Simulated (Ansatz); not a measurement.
# AlInAsP3: the cost of one run

Method: DFT PBE, scalar-relativistic, plane waves, PAW, in Ansatz 0.2.0.

**1. Starting point**

Symmetry: P-6m2, No. 187, hexagonal system. Conventional cell: a = 5.848 Å, b = 5.848 Å, c = 4.300 Å, α = 90.00°, β = 90.00°, γ = 120.00°. Around Al (site symmetry -6m2) lie 6 P at 2.73 Å and 3 As at 3.38 Å and 3 In at 3.38 Å. Around In (site symmetry -6m2) lie 6 P at 2.74 Å and 3 Al at 3.38 Å and 3 As at 3.38 Å. P (site symmetry mm2) is surrounded by 2 Al at 2.73 Å and 2 In at 2.74 Å. As (site symmetry -6m2) is surrounded by 3 Al at 3.38 Å and 3 In at 3.38 Å.

Coordinates:

```
Al In P As
1.0
     5.84824    0.00000    0.00000
    -2.92412    5.06473    0.00000
     0.00000    0.00000    4.29990
Al In P As
1 1 3 1
Direct
  0.33333 0.66667 0.00000
  0.00000 0.00000 0.00000
  0.66505 0.83253 0.50000
  0.16747 0.83253 0.50000
  0.16747 0.33495 0.50000
  0.66667 0.33333 0.00000
```

A structure generator made this guess: species swapped into a database cell of LaAlCuNi3 (P-6m2, No. 187), with As on the La sites, In on the Al sites, Al on the Cu sites and P on the Ni sites. The dimensions are guesses.

**2. A first look at the guess**

Contents of input.yaml:

```yaml
crystal:
  lattice:
    - [5.84824332, 0.0, 0.0]
    - [-2.92412166, 5.06472728, 0.0]
    - [0.0, 0.0, 4.29989601]
  atoms:
    - { symbol: Al, position: [0.33333333, 0.66666667, 0.0] }
    - { symbol: In, position: [0.0, 0.0, 0.0] }
    - { symbol: P, position: [0.66505067, 0.83252533, 0.5] }
    - { symbol: P, position: [0.16747467, 0.83252533, 0.5] }
    - { symbol: P, position: [0.16747467, 0.33494933, 0.5] }
    - { symbol: As, position: [0.66666667, 0.33333333, 0.0] }
basis:
  ecutwfc: 420
kpoints:
  mp_grid: { grid: [3, 3, 4] }
hamiltonian:
  xc: pbe
scf:
  occupations: { method: gaussian, width: 0.1 }
  lower_state_search: "off"
output:
  forces: true
  stress: true
  eigenvalues: true
```

Launch:

```console
$ ansatz run input.yaml --threads 1 --pin off --max-ram 2560MiB --backend cpu --events-out ev --progress --plain --runs-dir out
```

**Question.** How long does this run take on 1 thread of Intel Xeon at 2.50GHz (Skylake/Cascade Lake), shared host, and how much memory does it need?

About 8.2 s, with a peak of 0.38 GiB.
